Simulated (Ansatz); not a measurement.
# GaH5O: the cost of one run

Program: Ansatz 0.2.0. Level of theory: RKS BLYP-D4/def2-SVP. These are calculated values, not measurements.

### Step 1. The system as given

Bond lengths: Ga1–H3 1.570 Å, Ga1–H4 1.570 Å, Ga1–O5 2.090 Å, O5–H6 1.010 Å. Angles: H3–Ga1–H4 120.0°, H3–Ga1–O5 97.0°, H4–Ga1–O5 101.2°, Ga1–O5–H6 109.5°.

Structure file:

```xyz
7

Ga    0.0000    0.0000    0.0000
H     0.0000    0.0000    1.9200
H     1.3596    0.0000   -0.7850
H    -1.3596    0.0000   -0.7850
O     0.0874   -1.9815    0.6590
H    -0.4591   -2.5661    0.0429
H     0.0441   -1.0002    1.8157
```

### Step 2. Pulling towards end A

Springs on the bonds that form and break draw the guess towards this end; the thresholds are loose.

input.yaml

```yaml
crystal:
  periodic: [false, false, false]
  atoms:
    - { symbol: Ga, position_ang: [0.0, 0.0, 0.0] }
    - { symbol: H, position_ang: [0.0, 0.0, 1.92] }
    - { symbol: H, position_ang: [1.3596, 0.0, -0.785] }
    - { symbol: H, position_ang: [-1.3596, 0.0, -0.785] }
    - { symbol: O, position_ang: [0.0874, -1.9815, 0.659] }
    - { symbol: H, position_ang: [-0.4591, -2.5661, 0.0429] }
    - { symbol: H, position_ang: [0.0441, -1.0002, 1.8157] }
basis:
  gaussian: { orbitals: def2-SVP }
hamiltonian:
  xc: blyp
  dispersion: d4
relax:
  f_tol: 0.15
  max_steps: 25
  restrain:
    - { distance: [0, 4], at: 2.99, k: 30.0 }
    - { distance: [6, 1], at: 1.86, k: 30.0 }
    - { distance: [0, 1], at: 1.57, k: 30.0 }
    - { distance: [6, 4], at: 1.01, k: 30.0 }
```

Run with:

```
$ ansatz run input.yaml --threads 2 --pin off --max-ram 3072MiB --backend cpu --events-out ev --progress --plain --runs-dir out
```

Q: Estimate wall time and peak memory on 2 threads of Arm Neoverse V2, shared host.

About 10 s, with a peak of 0.12 GiB.
